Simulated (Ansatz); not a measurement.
# HNTa: the cost of one run

The runs use Ansatz 0.2.0, Gaussian basis; def2-QZVPP, core rule «outside noble gas», up to 5 orbitals frozen.

The runs, in order: UHF; ROHF; CCSD(T) on UHF.

2 further runs of the same task are left out: 2 set aside as unsound or not needed. Runs told in other sessions of the task aren't counted.

## Step 1: What is computed

The geometry is a PBE0/def2-TZVP stationary point (not a proven minimum) of the parent state, kept for this charge and spin. No spin-orbit coupling is included. Elements past krypton take def2 core potentials.

3 atoms, charge 1, spin multiplicity 5.

Atoms are counted from 1 here; the program's logs count them from 0.

Bond lengths: Ta1–N2 1.709 Å, N2–H3 1.016 Å. Angles: Ta1–N2–H3 180.0°.

Geometry (Å):

```xyz
3
HNTa
Ta    0.0000    0.0000    1.4777
N     0.0000    0.0000   -0.2309
H     0.0000    0.0000   -1.2469
```

## Step 2: UHF

in.yaml

```yaml
crystal:
  periodic: [false, false, false]
  atoms:
    - {symbol: Ta, position_ang: [0.000000, 0.000000, 1.477728]}
    - {symbol: N, position_ang: [0.000000, 0.000000, -0.230873]}
    - {symbol: H, position_ang: [0.000000, 0.000000, -1.246855]}
basis:
  gaussian: {orbitals: "def2-QZVPP.json"}
total_charge: 1
magnetization: {spin_polarized: true, initial_magnetization: 4}
hamiltonian: {xc: hf}
output: {orbitals: {seedname: orbitals}}
```

Launch:

```
ansatz run in.yaml --threads 1 --pin off --events-out ev --progress --plain --max-ram 4096MiB --backend cpu
```

What time and memory should one allow on 1 thread of AMD EPYC 7R13, shared host?

About 18 s, with a peak of 0.39 GiB.
